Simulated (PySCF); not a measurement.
# CH3AlCl2: the cost of one run

Method: levels as typed in each script, gas phase, geometry from GFN2-xTB; program: PySCF 2.14.0.

### 1 The starting structure

SMILES `C[Al](Cl)Cl`, 7 atoms, charge 0, spin multiplicity 1.

Bond lengths: C1–Al2 1.989 Å, C1–H5 1.093 Å, C1–H6 1.092 Å, C1–H7 1.091 Å, Al2–Cl3 2.036 Å, Al2–Cl4 2.036 Å. Angles: Al2–C1–H5 111.6°, Al2–C1–H6 111.6°, Al2–C1–H7 111.9°, H5–C1–H6 106.1°, H5–C1–H7 107.7°, H6–C1–H7 107.7°, C1–Al2–Cl3 121.0°, C1–Al2–Cl4 121.3°, Cl3–Al2–Cl4 117.6°.

Geometry (Å):

```xyz
7
charge 0, multiplicity 1
C    -0.0159    2.2872   -0.0002
Al   -0.0003    0.2987    0.0003
Cl   -1.7363   -0.7648   -0.0001
Cl    1.7471   -0.7456   -0.0001
H    -0.5376    2.6849    0.8739
H    -0.5397    2.6852   -0.8717
H     0.9932    2.7017   -0.0022
```

### 2 Density, bond paths and surface potential (B3LYP/def2-svpd)

The input, input.py:

```python
import numpy as np
from pyscf import gto, scf, dft
from pyscf.scf import atom_ks, atom_hf
from scipy.linalg import block_diag

def solve(mol, dm0=None, hcore=None):
    mf = (dft.UKS if mol.spin else dft.RKS)(mol, xc='b3lyp')
    mf.grids.level = 3
    mf = mf.density_fit(auxbasis='def2-universal-jkfit')
    mf.conv_tol, mf.max_cycle = 1e-8, 80
    if hcore is not None:
        mf.get_hcore = lambda *args: hcore
    mf.kernel(dm0)
    if not mf.converged:
        mf = mf.newton().run(mf.mo_coeff, mf.mo_occ, max_cycle=30)
    assert mf.converged, 'SCF not converged'
    return mf

mol = gto.M(atom='''
C     -0.01590     2.28718    -0.00020
Al    -0.00032     0.29866     0.00028
Cl    -1.73631    -0.76480    -0.00010
Cl     1.74710    -0.74564    -0.00005
H     -0.53756     2.68494     0.87387
H     -0.53973     2.68522    -0.87168
H      0.99324     2.70170    -0.00217
''', basis='def2-svpd', charge=0, spin=0, verbose=4)
mf = solve(mol)
mf.analyze()
# spherically averaged free atoms, for the promolecule
atm = atom_ks.get_atm_nrks(mol, xc='b3lyp')
pro = block_diag(*[(atm[a[0]][2] * atm[a[0]][3]) @ atm[a[0]][2].T for a in mol._atom])
np.savez('result.npz', e=mf.e_tot, c=mf.mo_coeff, occ=mf.mo_occ, eps=mf.mo_energy, pro=pro, dip=mf.dip_moment(verbose=0), s2=mf.spin_square()[0])
```

Run with:

```console
$ OMP_NUM_THREADS=1 python input.py
```

**Question.** How long does this run take on 1 thread of Intel Xeon Platinum 8259CL at 2.50GHz (Skylake/Cascade Lake), shared host, and how much memory does it need?

About 11 s, with a peak of 0.49 GiB.
